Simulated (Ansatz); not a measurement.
Predict the output of the script below (the Python package of Ansatz (0.2.0)).

The script, `run_drho.py`:
```python
"""Density of ZnPt3 less that of its sublattices."""

import warnings

import ansatz
import numpy as np

vectors0 = np.array([
    [3.893, 0.0, 0.0],
    [0.0, 3.893, 0.0],
    [0.0, 0.0, 3.893],
])
sites = [
    ("Zn", (0.0, 0.0, 0.0)),
    ("Pt", (0.0, 0.5, 0.5)),
    ("Pt", (0.5, 0.0, 0.5)),
    ("Pt", (0.5, 0.5, 0.0)),
]


def build(cell):
    crystal = ansatz.Crystal(lattice=ansatz.Lattice.of(cell))
    for symbol, position in sites:
        crystal = crystal.atom(symbol, position)
    return crystal

warnings.simplefilter("ignore", ansatz.DeckWarning)

# same cell, cutoff and mesh for the crystal and its parts
def solve(crystal):
    return (
        crystal.calculation()
        .occupations("fermi_dirac")
        .functional("LDA")
        .basis(460, grid_basis="typed")
        .kpoints(6, 6, 6)
        .density()
        .run(threads=1)
    )


whole = solve(build(vectors0))
difference = whole.density().channels[0].density_e_per_ang3.copy()
binding = whole.report["free_energy_ev"]
for element in ["Zn", "Pt"]:
    part = ansatz.Crystal(lattice=ansatz.Lattice.of(vectors0))
    for symbol, position in sites:
        if symbol == element:
            part = part.atom(symbol, position)
    alone = solve(part)
    difference -= alone.density().channels[0].density_e_per_ang3
    binding -= alone.report["free_energy_ev"]
    print(f"{element} sublattice: {alone.report['n_electrons']:g} electrons, {alone.report['n_iterations']} iterations")

voxel = abs(np.linalg.det(vectors0)) / difference.size
print(f"energy of the crystal less its unpolarised sublattices: {binding / len(sites):.4f} eV/atom")
print(f"net charge of the difference {difference.sum() * voxel:.5f} e, charge moved {0.5 * np.abs(difference).sum() * voxel:.3f} e")
print(f"extremes {difference.min():.4f} and {difference.max():.4f} e/A^3")
for (symbol, position) in sites:
    index = tuple(int(round(p * n)) % n for p, n in zip(position, difference.shape))
    print(f"  change of the pseudo-density at the grid point nearest {symbol}: {difference[index]:+.4f} e/A^3")
```

```console
$ python run_drho.py
Zn sublattice: 12 electrons, 6 iterations
Pt sublattice: 54 electrons, 6 iterations
energy of the crystal less its unpolarised sublattices: -1.0703 eV/atom
net charge of the difference -0.00000 e, charge moved 0.370 e
extremes -0.1599 and 0.0836 e/A^3
  change of the pseudo-density at the grid point nearest Zn: +0.0806 e/A^3
  change of the pseudo-density at the grid point nearest Pt: -0.0311 e/A^3
  change of the pseudo-density at the grid point nearest Pt: -0.0311 e/A^3
  change of the pseudo-density at the grid point nearest Pt: -0.0311 e/A^3
```

Reading the output:
- No spin polarisation was allowed.
- Spin-orbit coupling, which matters for elements this heavy, is left out.
- The fields are valence quantities on the plane-wave grid; their values near the nuclei depend on the potentials.
- The starting cell is as deposited in a crystallographic database; the results hold for this polymorph, which needn't be the stable one.
- Charge moved counts every rearrangement, bonding and polarisation too, and is no transfer between atoms; the bare sublattices are artificial references. Values near the nuclei depend on the potentials.
- Hardware and time: 4.2 s on 1 thread of Arm Neoverse V2, on a shared host, peak memory 0.4 GiB.

(Lines on the test bed's own set-up are left out of the output.)
